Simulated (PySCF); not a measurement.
# MnI4 (-2): ligand-field states, part 2 of 3

PySCF 2.14.0. Atoms count from 0. Earlier steps stand in the parts before.

### 5 Ligand-field states: state-averaged CASSCF (angle to the S4 axis at 60°) in water

The job: settings as JSON, then the geometry in Å.

```
{"job": {"kind": "lf", "basis": {"metal": "x2c-TZVPall", "ligand": "x2c-SVPall"}, "nevpt": true, "solvent": "water", "reuse": true}, "charge": -2, "metal": "Mn", "open_shell": "d5"}
Mn     0.000000     0.000000     0.000000
I      1.696272     1.696272     1.385000
I     -1.696272    -1.696272     1.385000
I     -1.696272     1.696272    -1.385000
I      1.696272    -1.696272    -1.385000
```

Level: state-averaged CASSCF of the metal d shell, SC-NEVPT2 on the averaged canonical orbitals, state-interaction spin-orbit coupling.

Standard output:

```text
basis functions 192, electrons 239, active (5e, 5o)
start from the orbitals of the previous structure
stage 1: DIIS on the effective Fock matrix, level shift 0.30
cycle   1  E = -29603.8844201085  dE = -2.960e+04  max|g| = 3.284e+00
cycle   2  E = -29605.6537700125  dE = -1.769e+00  max|g| = 3.697e-01
cycle   3  E = -29605.8998342585  dE = -2.461e-01  max|g| = 1.861e-01
cycle   4  E = -29605.8089098939  dE =  9.092e-02  max|g| = 3.586e-01
cycle   5  E = -29605.7615902043  dE =  4.732e-02  max|g| = 4.248e-01
cycle   6  E = -29605.7900493835  dE = -2.846e-02  max|g| = 3.803e-01
cycle   7  E = -29605.8354811857  dE = -4.543e-02  max|g| = 3.441e-01
cycle   8  E = -29605.8677959519  dE = -3.231e-02  max|g| = 3.237e-01
cycle   9  E = -29605.8947071888  dE = -2.691e-02  max|g| = 2.609e-01
cycle  10  E = -29605.9256196562  dE = -3.091e-02  max|g| = 2.132e-01
cycle  11  E = -29605.9642641166  dE = -3.864e-02  max|g| = 1.985e-01
cycle  12  E = -29605.9974407209  dE = -3.318e-02  max|g| = 1.805e-01
cycle  13  E = -29606.0040450046  dE = -6.604e-03  max|g| = 1.552e-01
cycle  14  E = -29605.9942608548  dE =  9.784e-03  max|g| = 1.421e-01
cycle  15  E = -29605.9996423543  dE = -5.381e-03  max|g| = 1.222e-01
stage 2: quasi-Newton rotations from the point of smallest gradient
cycle  17  E = -29606.0228723958  dE = -2.323e-02  max|g| = 2.677e-02
cycle  18  E = -29606.0238964984  dE = -1.024e-03  max|g| = 4.482e-02
cycle  19  E = -29606.0247084960  dE = -8.120e-04  max|g| = 3.351e-03
cycle  20  E = -29606.0247261998  dE = -1.770e-05  max|g| = 1.345e-03
cycle  21  E = -29606.0247284060  dE = -2.206e-06  max|g| = 2.943e-04
cycle  22  E = -29606.0247285996  dE = -1.936e-07  max|g| = 3.237e-05
cycle  23  E = -29606.0247286080  dE = -8.411e-09  max|g| = 1.099e-05
cycle  24  E = -29606.0247286087  dE = -6.803e-10  max|g| = 3.131e-06
converged average energy = -29606.0247286087

 mult deg   label        CASSCF/cm-1   NEVPT2/cm-1
   6   1   6A1                 0.0           0.0
   4   1   4A2             28839.8       25406.3
   4   2   4E              29421.2       26474.9
   4   1   4B2             29470.1       26704.9
   4   2   4E              29566.1       26867.1
   4   1   4A1             29721.8       27159.1
   4   1   4A1             29805.2       27227.5
   4   1   4B1             29834.2       27258.8
   4   2   4E              34624.2       30501.8
   4   1   4A2             35165.7       31526.0
   4   1   4B2             36615.8       31799.5
   4   2   4E              36925.0       32368.4
   4   1   4A1             37102.7       32602.7
   4   1   4B1             37226.1       32701.3
   2   2   2E              41672.0       38075.9
   2   1   2A2             41830.3       38477.5
   2   1   2B1             41833.8       38494.8
   2   1   2B2             41979.7       38723.3
   2   1   2B2             42059.9       38924.0
   2   3   2T1             42206.4       39228.1
   2   2   2E              42185.3       39233.7
   2   1   2B1             42310.4       39475.1
   2   1   2A1             42406.0       39629.0
   2   2   2E              46729.7       40359.1
   2   1   2B2             47096.3       40826.6
   2   1   2A1             47747.6       41538.8
   2   1   2B1             47775.4       41802.9
   2   1   2A2             48937.3       43248.3
   2   2   2E              49050.9       43415.7
   4   2   4E              49856.8       43639.9
   4   1   4A2             49915.6       43682.3
   4   2   4E              50156.3       43998.2
   2   1   2B1             49464.3       44034.1
   4   1   4B1             50340.6       44097.4
   2   1   2B2             49758.8       44334.5
   2   2   2E              49894.7       44406.5
   4   1   4B2             50441.8       44554.1
   2   1   2A2             51804.4       46438.6
   2   2   2E              52035.4       46863.7
   2   1   2A1             52172.1       46875.2
   2   1   2B1             52256.5       47222.3
   2   2   2E              52320.4       47350.6
   2   1   2A2             52416.0       47560.2
   2   1   2A1             53694.8       47746.8
   2   1   2B1             53849.1       48006.7
   2   2   2E              52954.6       48131.5
   2   2   2E              53962.7       48270.2
   2   1   2B2             52857.6       48271.3
   2   1   2B2             54172.8       48722.6
   2   2   2T1             54472.6       49082.5
   2   2   2E              54398.6       49183.6
   2   1   2B2             57684.8       50461.9
   2   2   2E              57867.0       50939.2
   2   2   2E              58133.7       51220.5
   2   1   2A2             58248.8       51351.2
   2   1   2B1             58227.1       51493.9
   2   1   2A1             64017.5       55278.5
   2   1   2B1             70967.7       61493.9
   2   3   2T2             71034.5       61757.7
   2   1   2B2             71222.0       61977.6

spin-orbit levels / cm-1
      0.00  x2  6A1 1.00
      0.42  x2  6A1 1.00
      0.63  x2  6A1 1.00
  25398.27  x2  4A2 1.00
  25406.61  x2  4A2 1.00
  26465.61  x2  4E 1.00
  26471.57  x2  4E 0.99
  26472.12  x2  4E 0.99
  26478.05  x2  4E 1.00
  26700.46  x2  4B2 0.98
  26702.73  x2  4B2 0.98
  26856.71  x2  4E 1.00
  26862.55  x2  4E 0.99
  26868.76  x2  4E 0.99
  26876.87  x2  4E 0.99
  27154.39  x2  4A1 1.00
  27162.01  x2  4A1 1.00
  27224.62  x2  4A1 0.99
  27229.18  x2  4A1 0.99
  27258.04  x2  4B1 0.99
  27259.75  x2  4B1 0.99
  30360.01  x2  4E 0.98
  30397.31  x2  4E 0.96
  30449.31  x2  4E 0.95
  30521.30  x2  4E 0.95
  31409.75  x2  4A2 0.90 4A1 0.06 4E 0.04
  31436.96  x2  4A2 0.91 4E 0.07
  31828.80  x2  4B2 0.98
  31863.86  x2  4B2 0.94 4E 0.05
  32269.28  x2  4E 0.97
```

Run time: 33 s. Hardware: 1 thread of Intel Xeon 6975P-C, shared host; peak memory 0.64 GiB.

In short:

| quantity | value |
| --- | --- |
| spin-orbit constant ζ | 268 cm⁻¹ |

Powder susceptibility:

| T (K) | χT (cm³ K/mol) | μ(eff) |
| --- | --- | --- |
| 2 | 4.377 | 5.92 |
| 20 | 4.386 | 5.92 |
| 100 | 4.386 | 5.92 |
| 300 | 4.386 | 5.92 |

### 6 Ligand-field states: state-averaged CASSCF (angle to the S4 axis at 65°) in water

The job: settings as JSON, then the geometry in Å.

```
{"job": {"kind": "lf", "basis": {"metal": "x2c-TZVPall", "ligand": "x2c-SVPall"}, "nevpt": true, "solvent": "water", "reuse": true}, "charge": -2, "metal": "Mn", "open_shell": "d5"}
Mn     0.000000     0.000000     0.000000
I      1.775172     1.775172     1.170653
I     -1.775172    -1.775172     1.170653
I     -1.775172     1.775172    -1.170653
I      1.775172    -1.775172    -1.170653
```

With the program's defaults for keys left out, this is: state-averaged CASSCF of the metal d shell, SC-NEVPT2 on the averaged canonical orbitals, state-interaction spin-orbit coupling.

Standard output:

```text
basis functions 192, electrons 239, active (5e, 5o)
start from the orbitals of the previous structure
stage 1: DIIS on the effective Fock matrix, level shift 0.30
cycle   1  E = -29605.2599760152  dE = -2.961e+04  max|g| = 1.434e+00
cycle   2  E = -29605.9068103356  dE = -6.468e-01  max|g| = 3.061e-01
cycle   3  E = -29605.9794785429  dE = -7.267e-02  max|g| = 9.433e-02
cycle   4  E = -29605.9139822774  dE =  6.550e-02  max|g| = 2.193e-01
cycle   5  E = -29605.8553300285  dE =  5.865e-02  max|g| = 2.855e-01
cycle   6  E = -29605.6759974086  dE =  1.793e-01  max|g| = 4.587e-01
cycle   7  E = -29605.5861634837  dE =  8.983e-02  max|g| = 5.056e-01
cycle   8  E = -29605.4310300629  dE =  1.551e-01  max|g| = 6.139e-01
cycle   9  E = -29605.2692690570  dE =  1.618e-01  max|g| = 7.312e-01
cycle  10  E = -29604.8950206420  dE =  3.742e-01  max|g| = 9.739e-01
cycle  11  E = -29604.1666672692  dE =  7.284e-01  max|g| = 1.311e+00
cycle  12  E = -29603.4943197282  dE =  6.723e-01  max|g| = 1.378e+00
cycle  13  E = -29602.8654018937  dE =  6.289e-01  max|g| = 1.389e+00
cycle  14  E = -29602.7296406688  dE =  1.358e-01  max|g| = 1.593e+00
cycle  15  E = -29602.4993600411  dE =  2.303e-01  max|g| = 1.802e+00
stage 2: quasi-Newton rotations from the point of smallest gradient
cycle  17  E = -29606.0150670695  dE = -3.559e-02  max|g| = 5.670e-02
cycle  18  E = -29606.0170925036  dE = -2.025e-03  max|g| = 6.169e-02
cycle  19  E = -29606.0186433240  dE = -1.551e-03  max|g| = 3.063e-03
cycle  20  E = -29606.0186730418  dE = -2.972e-05  max|g| = 9.623e-04
cycle  21  E = -29606.0186764978  dE = -3.456e-06  max|g| = 2.623e-04
cycle  22  E = -29606.0186766150  dE = -1.172e-07  max|g| = 7.962e-05
cycle  23  E = -29606.0186766324  dE = -1.740e-08  max|g| = 1.825e-05
cycle  24  E = -29606.0186766331  dE = -7.312e-10  max|g| = 5.851e-06
converged average energy = -29606.0186766331

 mult deg   label        CASSCF/cm-1   NEVPT2/cm-1
   6   1   6A1                 0.0           0.0
   4   1   4A2             28294.6       24481.0
   4   2   4E              29294.4       26353.4
   4   1   4B2             29296.0       26359.2
   4   2   4E              29636.3       26867.4
   4   1   4A1             29666.0       27100.5
   4   1   4A1             29818.3       27240.6
   4   1   4B1             29840.7       27264.4
   4   2   4E              34296.5       30008.1
   4   1   4B2             36343.0       31347.0
   4   1   4A2             35592.8       32288.7
   4   1   4A1             37027.5       32540.3
   4   1   4B1             37246.3       32705.9
   4   2   4E              37166.0       32721.3
   2   2   2E              41402.1       37566.0
   2   1   2A2             41448.1       37757.7
   2   1   2B1             41577.6       37961.2
   2   1   2B2             41810.0       38393.8
   2   1   2A1             42056.3       38970.0
   2   1   2B2             42117.0       39002.0
   2   2   2E              42074.4       39032.2
   2   2   2E              42266.4       39332.9
   2   1   2B1             42242.1       39352.7
   2   1   2A1             42398.5       39615.9
   2   2   2E              46313.5       39686.9
   2   1   2B2             47262.0       41035.8
   2   1   2A1             47452.9       41094.5
   2   1   2B1             47160.9       41113.6
   2   1   2A2             48673.1       42807.4
   2   2   2E              48944.3       43276.1
   4   1   4A2             50038.9       43853.1
   4   2   4E              50147.4       43950.6
   4   2   4E              50088.5       44052.0
   4   1   4B1             50349.9       44128.3
   2   2   2E              49844.0       44215.5
   2   1   2B2             49654.6       44244.2
   2   1   2B1             50113.2       44830.3
   4   1   4B2             50830.2       45275.0
   2   1   2A2             51583.7       46165.1
   2   2   2E              51757.2       46496.7
   2   1   2A1             52028.4       46598.0
   2   1   2B1             52189.9       47188.4
   2   1   2B2             52238.8       47346.0
   2   1   2A1             53530.6       47482.5
   2   2   2E              52358.6       47490.7
   2   1   2A2             52502.4       47755.4
   2   1   2B1             53868.7       48001.1
   2   2   2E              52965.9       48037.2
   2   2   2E              53906.9       48239.0
   2   1   2B2             54669.2       49557.8
   2   1   2A2             54909.9       49636.6
   2   1   2A1             54967.7       49902.0
   2   2   2E              54939.3       49980.9
   2   1   2B2             57536.9       50158.6
   2   2   2E              57871.3       51010.7
   2   2   2E              58386.7       51668.6
   2   1   2A2             58510.7       51737.7
   2   1   2B1             58381.3       51808.5
   2   1   2A1             63664.3       54755.9
   2   1   2B1             70997.1       61468.3

spin-orbit levels / cm-1
      0.00  x2  6A1 1.00
      0.79  x2  6A1 1.00
      1.18  x2  6A1 1.00
  24472.66  x2  4A2 1.00
  24480.47  x2  4A2 1.00
  26304.15  x2  4E 0.61 4B2 0.39
  26325.42  x2  4B2 0.51 4E 0.49
  26342.31  x2  4E 0.97
  26363.88  x2  4E 1.00
  26389.45  x2  4E 0.51 4B2 0.49
  26393.44  x2  4B2 0.58 4E 0.42
  26848.82  x2  4E 1.00
  26859.74  x2  4E 1.00
  26869.61  x2  4E 1.00
  26886.38  x2  4E 1.00
  27095.14  x2  4A1 1.00
  27103.29  x2  4A1 1.00
  27238.28  x2  4A1 0.98
  27242.39  x2  4A1 0.97
  27264.54  x2  4B1 0.97
  27265.86  x2  4B1 0.98
  29820.81  x2  4E 0.99
  29896.25  x2  4E 0.97
  29990.60  x2  4E 0.96
  30110.05  x2  4E 0.96
  31373.82  x2  4B2 0.98
  31411.34  x2  4B2 0.95 4E 0.05
  32082.54  x2  4A2 0.71 4A1 0.23 4E 0.05
  32157.85  x2  4A2 0.81 4E 0.14 4A1 0.04
  32500.41  x2  4E 0.66 4B1 0.20 4A1 0.12
```

It took 34 s on 1 thread of Intel Xeon 6975P-C, shared host; peak memory 0.6 GiB.

In short:

| quantity | value |
| --- | --- |
| spin-orbit constant ζ | 269 cm⁻¹ |

Powder susceptibility:

| T (K) | χT (cm³ K/mol) | μ(eff) |
| --- | --- | --- |
| 2 | 4.354 | 5.90 |
| 20 | 4.386 | 5.92 |
| 100 | 4.386 | 5.92 |
| 300 | 4.386 | 5.92 |

### 7 Ligand-field states: state-averaged CASSCF (angle to the S4 axis at 72°) in water

The job: settings as JSON, then the geometry in Å.

```
{"job": {"kind": "lf", "basis": {"metal": "x2c-TZVPall", "ligand": "x2c-SVPall"}, "nevpt": true, "solvent": "water", "reuse": true}, "charge": -2, "metal": "Mn", "open_shell": "d5"}
Mn     0.000000     0.000000     0.000000
I      1.862821     1.862821     0.855977
I     -1.862821    -1.862821     0.855977
I     -1.862821     1.862821    -0.855977
I      1.862821    -1.862821    -0.855977
```

With the program's defaults for keys left out, this is: state-averaged CASSCF of the metal d shell, SC-NEVPT2 on the averaged canonical orbitals, state-interaction spin-orbit coupling.

Standard output:

```text
basis functions 192, electrons 239, active (5e, 5o)
start from the orbitals of the previous structure
stage 1: DIIS on the effective Fock matrix, level shift 0.30
cycle   1  E = -29604.6356933640  dE = -2.960e+04  max|g| = 1.771e+00
cycle   2  E = -29605.7956295611  dE = -1.160e+00  max|g| = 3.966e-01
cycle   3  E = -29605.9186130470  dE = -1.230e-01  max|g| = 1.751e-01
cycle   4  E = -29605.9087984877  dE =  9.815e-03  max|g| = 1.923e-01
cycle   5  E = -29605.9251673922  dE = -1.637e-02  max|g| = 1.983e-01
cycle   6  E = -29605.9319935643  dE = -6.826e-03  max|g| = 1.577e-01
cycle   7  E = -29605.9381432228  dE = -6.150e-03  max|g| = 1.705e-01
cycle   8  E = -29605.9309309533  dE =  7.212e-03  max|g| = 1.938e-01
cycle   9  E = -29605.9168990529  dE =  1.403e-02  max|g| = 2.156e-01
cycle  10  E = -29605.8423789182  dE =  7.452e-02  max|g| = 3.208e-01
cycle  11  E = -29605.6196659245  dE =  2.227e-01  max|g| = 4.885e-01
cycle  12  E = -29605.0571274384  dE =  5.625e-01  max|g| = 6.568e-01
cycle  13  E = -29603.6100912617  dE =  1.447e+00  max|g| = 1.479e+00
cycle  14  E = -29601.4335524485  dE =  2.177e+00  max|g| = 2.049e+00
cycle  15  E = -29600.2520520801  dE =  1.182e+00  max|g| = 2.327e+00
stage 2: quasi-Newton rotations from the point of smallest gradient
cycle  17  E = -29606.0021287414  dE = -7.014e-02  max|g| = 4.280e-02
cycle  18  E = -29606.0040149639  dE = -1.886e-03  max|g| = 7.356e-02
cycle  19  E = -29606.0067664272  dE = -2.751e-03  max|g| = 5.576e-03
cycle  20  E = -29606.0068215530  dE = -5.513e-05  max|g| = 1.363e-03
cycle  21  E = -29606.0068258717  dE = -4.319e-06  max|g| = 4.283e-04
cycle  22  E = -29606.0068262520  dE = -3.803e-07  max|g| = 8.746e-05
cycle  23  E = -29606.0068262808  dE = -2.887e-08  max|g| = 2.979e-05
cycle  24  E = -29606.0068262837  dE = -2.885e-09  max|g| = 7.607e-06
converged average energy = -29606.0068262837

 mult deg   label        CASSCF/cm-1   NEVPT2/cm-1
   6   1   6A1                 0.0           0.0
   4   1   4A2             27379.0       22982.7
   4   2   4E              28733.1       25296.5
   4   1   4B2             28896.4       25545.4
   4   1   4A1             29574.5       27002.2
   4   2   4E              29753.1       27060.9
   4   1   4B1             29822.2       27233.8
   4   1   4A1             29836.0       27251.7
   4   2   4E              33815.3       29428.0
   4   1   4B2             35869.2       30653.9
   4   1   4A1             36913.9       32435.8
   4   1   4B1             37228.4       32655.9
   4   2   4E              37542.7       33171.6
   4   1   4A2             36328.8       33500.2
   2   1   2A2             40743.2       36471.2
   2   2   2E              40821.7       36536.2
   2   1   2B1             41016.8       36876.2
   2   1   2B2             41349.6       37440.4
   2   1   2A1             41718.9       38280.9
   2   2   2E              41713.4       38288.7
   2   2   2E              45490.3       38400.1
   2   1   2B1             41892.6       38605.5
   2   1   2B2             42168.0       39094.7
   2   2   2E              42272.8       39345.5
   2   1   2A1             42353.9       39536.8
   2   1   2B1             46103.3       39890.3
   2   1   2A1             46926.4       40374.6
   2   1   2B2             47435.5       41267.7
   2   1   2A2             48015.7       41676.7
   2   2   2E              48566.5       42695.2
   2   2   2E              49512.5       43519.6
   4   2   4E              50205.3       43972.3
   2   1   2B2             49535.2       44117.9
   4   1   4A2             50241.0       44138.6
   4   1   4B1             50378.8       44205.9
   4   2   4E              50734.8       45158.1
   2   1   2B1             50970.4       45782.9
   2   2   2E              51205.3       45819.7
   2   1   2A2             51311.6       45889.4
   2   1   2B2             51235.0       46040.0
   2   1   2A1             51789.6       46196.6
   4   1   4B2             51623.7       46667.8
   2   1   2A1             53089.6       46710.4
   2   1   2B1             52065.5       47038.8
   2   2   2E              52353.4       47431.1
   2   1   2A2             52754.4       48217.0
   2   2   2E              53915.8       48339.1
   2   1   2B1             54320.5       48760.7
   2   2   2E              53447.7       48809.9
   2   1   2B2             57367.6       49810.8
   2   1   2A2             55560.5       50537.3
   2   1   2B2             55523.0       50775.2
   2   1   2A1             55743.0       50996.7
   2   2   2E              55802.8       51133.3
   2   2   2E              57963.9       51152.0
   2   1   2A2             58970.6       52440.2
   2   1   2B1             58779.1       52585.2
   2   2   2E              58917.4       52643.1
   2   1   2A1             62929.7       53765.2
   2   1   2B1             71021.4       61409.0

spin-orbit levels / cm-1
      0.00  x2  6A1 1.00
      1.18  x2  6A1 1.00
      1.77  x2  6A1 1.00
  22974.09  x2  4A2 1.00
  22980.64  x2  4A2 1.00
  25264.92  x2  4E 0.93 4B2 0.06
  25288.13  x2  4E 0.96 4B2 0.04
  25295.82  x2  4E 1.00
  25298.05  x2  4E 1.00
  25553.56  x2  4B2 0.96 4E 0.04
  25564.10  x2  4B2 0.93 4E 0.07
  26996.20  x2  4A1 1.00
  27003.88  x2  4A1 0.99
  27039.90  x2  4E 0.99
  27053.92  x2  4E 1.00
  27065.04  x2  4E 0.99
  27082.45  x2  4E 1.00
  27233.26  x2  4B1 0.96 4A1 0.04
  27233.91  x2  4B1 0.95 4A1 0.05
  27252.22  x2  4A1 0.94 4B1 0.05
  27254.75  x2  4A1 0.96 4B1 0.04
  29212.15  x2  4E 1.00
  29314.65  x2  4E 0.97
  29437.02  x2  4E 0.96
  29585.62  x2  4E 0.97
  30679.86  x2  4B2 0.98
  30716.05  x2  4B2 0.95 4E 0.05
  32381.51  x2  4A1 0.95 4A2 0.04
  32414.46  x2  4A1 0.96
  32582.55  x2  4B1 0.79 4E 0.19
```

It took 33 s on 1 thread of Intel Xeon 6975P-C, shared host; peak memory 0.63 GiB.

In short:

| quantity | value |
| --- | --- |
| spin-orbit constant ζ | 270 cm⁻¹ |

Powder susceptibility:

| T (K) | χT (cm³ K/mol) | μ(eff) |
| --- | --- | --- |
| 2 | 4.315 | 5.87 |
| 20 | 4.385 | 5.92 |
| 100 | 4.386 | 5.92 |
| 300 | 4.386 | 5.92 |

(Part 2 of 3 ends here.)
